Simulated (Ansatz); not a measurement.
**SiAsH (singlet): wave-function methods side by side at a displaced geometry (v2), cc-pVTZ**

One table from this session's results is given with a row withheld; the runs are named, their logs left out.

Computed with Ansatz 0.2.0, Gaussian basis. Level: cc-pVTZ, core rule «outside noble gas», up to 19 orbitals frozen.

Plan: UHF; CCSD(T) on RHF; CCSD(T) on UHF; BCCD(T) on RHF; CCSDT(Q) on RHF; CASSCF and NEVPT2, 10 electrons in 9 orbitals.

8 further runs of the same task are left out: 4 that didn't finish, 4 set aside as unsound or not needed.

**What is computed**

The geometry is a PBE0/def2-TZVP stationary point (not a proven minimum) with its atoms shifted at random (size 0.100 Å). No spin-orbit coupling is included. The filled d shell of As may be among the frozen orbitals whatever the setting's name suggests; the logs give the count.

3 atoms, charge 0, spin multiplicity 1.

Atoms are counted from 1 here; the program's logs count them from 0.

Bond lengths: Si1–As2 2.143 Å, As2–H3 1.593 Å. Angles: Si1–As2–H3 54.6°.

Set-up of the first run:

Input file in.yaml:

```yaml
crystal:
  periodic: [false, false, false]
  atoms:
    - {symbol: Si, position_ang: [0.119613, -0.032217, 1.550735]}
    - {symbol: As, position_ang: [-0.045261, -0.005166, -0.586022]}
    - {symbol: H, position_ang: [0.031360, 1.281733, 0.349767]}
basis:
  gaussian: {orbitals: cc-pVTZ}
magnetization: {spin_polarized: true, initial_magnetization: 0}
hamiltonian: {xc: hf}
output: {orbitals: {seedname: orbitals}}
```

Command:

```
> ansatz run in.yaml --threads 1 --pin off --events-out ev --progress --plain --max-ram 2393MiB
```

Steps of the session up to this table: UHF; CCSD(T) on RHF; CCSD(T) on UHF; BCCD(T) on RHF; CCSDT(Q) on RHF; CASSCF and NEVPT2, 10 electrons in 9 orbitals.

One of the session's tables, all rows but one given; the rest of the session is left out.

It belongs to the step «Misses and costs». 

| method | from RCCSDT(Q) (meV) |
| --- | --- |
| RHF | +7519.2 |
| UHF | +7514.1 |
| RMP2 | +1164.9 |
| RCCSD | +498.1 |
| RCCSD(T) | +63.5 |
| BCCD(T) | ? |
| RCCSDT | +37.3 |
| RCCSDT(Q) | 0 |
| CASSCF valence | +5250.2 |
| NEVPT2 valence | +1155.5 |

**Question.** Estimate the row for BCCD(T).

**Answer.** from RCCSDT(Q) (meV): +62.6. In the column «from RCCSDT(Q) (meV)» it lies between RCCSDT (+37.3) and RCCSD(T) (+63.5).

Not comparable, so not listed: CCSD(T) on UHF (they don't share determinant, frozen orbitals or solution with the rows shown, or repeat one).

Limits of these values: Warnings: restricted reference is unstable; spin contamination; large T1 diagnostic.
